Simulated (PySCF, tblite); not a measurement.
# C4H12GeO: geometry, infrared bands, NMR shifts, spin-spin couplings and electronic excitations

Aim: predict the infrared bands, NMR shifts, spin-spin couplings and electronic excitations of C4H12GeO (`CCC[O][GeH2][CH3]`).

Computed with tblite 0.8.0 and PySCF 2.14.0, with density-fitted response routines of our own, on a single molecule in the gas phase. Atoms count from 0, in the outputs and in this text.

## Step 1: The molecule as given

18 atoms, charge 0, multiplicity 1; geometry from: force field or distance geometry start.

Bonds of the start (Å): C0–C1 1.53, C1–C2 1.53, C2–O3 1.41, O3–Ge4 1.80, Ge4–C5 1.95, C0–H6 1.12, C0–H7 1.13, C0–H8 1.09, C1–H9 1.08, C1–H10 1.12, C2–H11 1.11, C2–H12 1.08, Ge4–H13 1.56, Ge4–H14 1.56, C5–H15 1.11, C5–H16 1.10, C5–H17 1.12.

## Step 2: Geometry optimisation with GFN2-xTB

What the job is given:

```
{"job": {"kind": "relax", "xc": "GFN2-xTB", "basis": "xTB"}, "charge": 0, "multiplicity": 1}
C     -2.460600     0.763700     0.065500
C     -2.097800    -0.616100    -0.484200
C     -0.630400    -0.930100    -0.201400
O      0.173200     0.043100    -0.839800
Ge     1.851000    -0.450900    -0.422200
C      3.013400     1.079200    -0.726800
H     -3.559400     0.788600     0.279700
H     -1.958700     0.884400     1.066000
H     -2.166900     1.547900    -0.640000
H     -2.395500    -0.716300    -1.518700
H     -2.705900    -1.336700     0.115900
H     -0.468700    -0.807400     0.888400
H     -0.322500    -1.927700    -0.477300
H      2.311400    -1.693400    -1.237300
H      1.809000    -0.861900     1.085500
H      3.984400     0.918500    -0.224100
H      3.065500     1.354800    -1.787800
H      2.549700     1.966600    -0.217700
```

Launch:

```bash
OMP_NUM_THREADS=1 python probes_run.py task.json out
```

This one command runs all jobs of the session in turn.

**Question.** This job is followed by: GFN2-xTB harmonic vibrations, gas phase; PBE0-D3(BJ)/def2-SVP geometry optimisation, gas phase; GIAO PBE0/pcSseg-1 NMR shielding, non-relativistic, gas phase; B3LYP/pcJ-1 Ge:pcSseg-1 indirect spin-spin coupling, non-relativistic, gas phase; TDDFT wB97X-D/def2-SVPD, vertical, gas phase, core orbitals frozen in the response; GIAO wB97X-D/pcSseg-1 NMR shielding, non-relativistic, gas phase. What will the session give for the following? strongest single infrared mode (GFN2-xTB); zero-point energy (GFN2-xTB); point group; rotational constants (main isotopes); 13C shifts against TMS (PBE0/pcSseg-1); 1H shifts against TMS (PBE0/pcSseg-1, means over atoms taken as alike); 17O shifts against H2O (PBE0/pcSseg-1); 73Ge shifts against GeMe4 (PBE0/pcSseg-1); largest coupling of the table (B3LYP/pcSseg-1+pcJ-1); lowest singlet (wB97X-D/def2-SVPD); brightest single state of those computed; lowest triplet; vertical ionisation energy (ΔSCF); range of the shift of O3.

As calculated:

| quantity | value |
| --- | --- |
| strongest single infrared mode (GFN2-xTB) | 1895 cm⁻¹, 622 km/mol |
| zero-point energy (GFN2-xTB) | 91.8 kcal/mol |
| point group | C1 |
| rotational constants (main isotopes) | 5.65, 0.98, 0.89 GHz |
| 13C shifts against TMS (PBE0/pcSseg-1) | 69.8, 29.1, 12.3, -3.3 ppm |
| 1H shifts against TMS (PBE0/pcSseg-1, means over atoms taken as alike) | 5.01, 3.55, 1.39, 1.02, 0.49 ppm |
| 17O shifts against H2O (PBE0/pcSseg-1) | 27.7 ppm |
| 73Ge shifts against GeMe4 (PBE0/pcSseg-1) | 0 ppm |
| largest coupling of the table (B3LYP/pcSseg-1+pcJ-1) | 1J(C,H) C2–H11, 141.8 Hz |
| lowest singlet (wB97X-D/def2-SVPD) | 6.99 eV (177 nm), f = 0.001 |
| brightest single state of those computed | state 9, 8.78 eV, f = 0.204 |
| lowest triplet | 6.71 eV |
| vertical ionisation energy (ΔSCF) | 9.64 eV |
| range of the shift of O3 | 21.0 to 27.7 ppm |

In words: The optimisation took 117 steps and gained 0.546 eV; among the close pairs (by a distance rule), Ge4–H14 changed most, from 1.563 to 1.517 Å (GFN2-xTB). No mode is imaginary among the 48: a minimum at this level. The strongest single mode, at 1895 cm⁻¹, moves mainly H14 and H13. Unscaled tight-binding wavenumbers are off by several per cent, some by more. Its intensities can rank the bands wrongly. C2 (sp3 CH2 bonded to O) lies farthest downfield among carbon, at 69.8 ppm; deshielded by the electronegative neighbour. At PBE0/pcSseg-1: The largest span, 333 ppm, is at Ge4, where the paramagnetic term is -1426 ppm. Of the pairs tabulated at B3LYP/pcSseg-1+pcJ-1, C2–H11 (mean over like pairs) couples most strongly (141.8 Hz; Fermi contact 140.6 Hz). Couplings across rotatable bonds belong to this one conformer; where others are populated, the observed values are averages, and the simulated multiplets take (2 J gauche + J anti)/3 across rotating chain bonds. The lowest singlet, at 6.99 eV, is HOMO→LUMO+1 0.77 and is dark; of the 10 states computed, the strongest absorption comes from state 9 at 8.78 eV. The lowest triplet lies 0.28 eV below the lowest singlet (triplets in Tamm-Dancoff, singlets in full TDDFT). The orbital energy would give 9.45 eV for ionisation, ΔSCF gives 9.64 eV. Across the 2 runs the shift of O3 moves most, between 21.0 (wB97X-D/pcSseg-1) and 27.7 ppm (PBE0/pcSseg-1). Spin-orbit coupling is left out, which matters for shieldings and couplings at and beside the heavy atoms.
